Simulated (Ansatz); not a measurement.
# BBrH4N2: the cost of one run

Method: RKS PBE0/def2-SVP, in Ansatz 0.2.0.

## Step 1: The starting structure

Bond lengths: N1–B2 1.489 Å, B2–N3 1.497 Å, B2–Br4 1.955 Å, N1–H5 1.078 Å, N1–H6 1.007 Å, N3–H7 1.049 Å, N3–H8 1.116 Å. Angles: N1–B2–N3 119.1°, N1–B2–Br4 122.4°, N3–B2–Br4 118.5°, B2–N1–H5 107.1°, B2–N1–H6 114.1°, H5–N1–H6 107.7°, B2–N3–H7 109.7°, B2–N3–H8 107.4°, H7–N3–H8 103.6°.

As a file:

```xyz
8

N    -0.4479    1.1311    0.2825
B    -0.4023   -0.1973   -0.3891
N     0.5202   -1.2498    0.1416
Br   -1.4692   -0.6065   -1.9759
H    -0.1854    1.8698   -0.4571
H     0.1961    1.2259    1.0508
H     0.3284   -1.4059    1.1611
H     1.5523   -0.8245    0.1304
```

## Step 2: End point A

Input file input.yaml:

```yaml
crystal:
  periodic: [false, false, false]
  atoms:
    - { symbol: "N", position_ang: [-0.4479, 1.1311, 0.2825] }
    - { symbol: B, position_ang: [-0.4023, -0.1973, -0.3891] }
    - { symbol: "N", position_ang: [0.5202, -1.2498, 0.1416] }
    - { symbol: Br, position_ang: [-1.4692, -0.6065, -1.9759] }
    - { symbol: H, position_ang: [-0.1854, 1.8698, -0.4571] }
    - { symbol: H, position_ang: [0.1961, 1.2259, 1.0508] }
    - { symbol: H, position_ang: [0.3284, -1.4059, 1.1611] }
    - { symbol: H, position_ang: [1.5523, -0.8245, 0.1304] }
basis:
  gaussian: { orbitals: def2-SVP }
hamiltonian:
  xc: pbe0
relax:
  f_tol: 0.015
  max_steps: 40
```

Started as:

```console
$ ansatz run input.yaml --threads 1 --pin off --max-ram 2048MiB --backend cpu --events-out ev --progress --plain --runs-dir out
```

**Question.** How long does this run take on 1 thread of an Arm CPU, shared host, and how much memory does it need?

About 49 s, with a peak of 0.2 GiB.
